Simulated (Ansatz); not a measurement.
# CdS, space group P6_3mc: the levels without and with spin-orbit coupling

Program: Ansatz 0.2.0, Python API.

Contents of `POSCAR_cds`:
```text
CdS
1.0
   4.15000000    0.00000000    0.00000000
  -2.07500000    3.59400543    0.00000000
   0.00000000    0.00000000    6.73700000
Cd S
2 2
Direct
   0.33333333    0.66666667    0.00000000
   0.66666667    0.33333333    0.50000000
   0.33333333    0.66666667    0.37500000
   0.66666667    0.33333333    0.87500000
```

Notebook, run cell by cell (the value of a cell's last expression is shown):

**Cell 1**
```python
import ansatz as az
from ase.io import read
```

**Cell 2**
```python
atoms = read("POSCAR_cds", format="vasp")
xtal = az.Crystal.from_ase(atoms)
```

**Cell 3**
```python
len(xtal.resolved().sites)
```
Output:
```text
4
```

**Cell 4**
```python
job = xtal.calculation().functional("lda").occupations("fixed").kpoints(6, 6, 4).band_table()
for label, variant in (("scalar-relativistic", job), ("spin-orbit", job.spin(soc=True))):
    data = variant.run().report
    zero = data["band_edges_ev"][0] if data.get("band_edges_ev") else data["fermi_energy_ev"]
    near = [round(e - zero, 3) for e in data["eigenvalues_ev"][0] if abs(e - zero) < 2]
    print(label)
    print("  band edges (eV):", [round(e, 3) for e in data.get("band_edges_ev") or []] or "none reported")
    print("  levels at k =", data["kpoints_frac"][0], "within 2 eV of the zero:", near)
```
Output:
```text
DeckWarning: basis.ecutwfc = 420 eV, auto-derived from the records' recommended cutoffs: set by Cd (normal level)
scalar-relativistic
  band edges (eV): [6.451, 7.361]
  levels at k = [0.0, 0.0, 0.0] within 2 eV of the zero: [-0.773, -0.773, -0.047, -0.0, 0.0, 0.91]
spin-orbit
  band edges (eV): [6.468, 7.363]
  levels at k = [0.0, 0.0, 0.0] within 2 eV of the zero: [-0.813, -0.813, -0.769, -0.769, -0.076, -0.076, -0.018, -0.018, -0.0, 0.0, 0.895, 0.895]
```

Reading the output:
- The structure is a deposited one; some such entries were measured under pressure or heat, so a shift against it needn't be the functional's error alone.
- Levels are Kohn-Sham eigenvalues on this mesh.
- Warnings are shown shortened and without file and line.
- With spin-orbit coupling each level holds one electron and, with inversion or at time-reversal points, comes in pairs; a window in energy can cut a split set.
- The whole script took 37 s on 1 thread of Arm Neoverse V1, with other jobs on the host, peak memory 0.72 GiB.
